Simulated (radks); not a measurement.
# Ionisation of Pd²⁺: one atom, several choices of functional

An exercise on one series of results from a longer session: the logs are not shown, and one member is left open.

Method: scalar-relativistic Kohn-Sham, spin-polarised, spherical densities, finite nucleus; open shells are filled with parallel spins first. Code: radks (a radial shooting solver on a logarithmic mesh, Libxc functionals) version 1.

### The system

| Property | Result |
| --- | --- |
| element | palladium (Z = 46) |
| charge | +2 |
| electrons | 44 |
| configuration | [Kr] 4d8 |
| ion | Pd³⁺, [Kr] 4d7 |
| choices | BLYP; XLYP; exchange-only LDA; OLYP |

Outer shells as boxes (Hund's rule):

Pd²⁺
```
[Kr] core
4d [↑↓][↑↓][↑↓][↑ ][↑ ]
```

Pd³⁺
```
[Kr] core
4d [↑↓][↑↓][↑ ][↑ ][↑ ]
```

The first run:

Settings of this run:

```text
Z 46
configuration [Kr] 4d8
relativity scalar-relativistic
functional b88,lyp
spin polarised
nucleus finite rms 4.5318 fm
c 137.035999084
```

Among the steps run: BLYP: Pd²⁺; BLYP: Pd³⁺; XLYP: Pd²⁺; XLYP: Pd³⁺; exchange-only LDA: Pd²⁺; exchange-only LDA: Pd³⁺; OLYP: Pd²⁺; OLYP: Pd³⁺.

One of the session's tables, all rows but one given; the rest of the session is left out.

```
       functional  Δ-SCF (eV)  −ε(HOMO) (eV)  <r> HOMO (bohr)
             BLYP      33.215         26.460            1.387
             XLYP      33.252         26.496            1.388
exchange-only LDA      31.845         25.174            1.390
             OLYP           ?              ?                ?
```

Estimate the missing values for OLYP.

As computed: Δ-SCF (eV): 33.293; −ε(HOMO) (eV): 26.498; <r> HOMO (bohr): 1.374. In the column «Δ-SCF (eV)» it is the highest.

Open shells are spherical and high-spin; term and fine-structure splittings are not resolved.
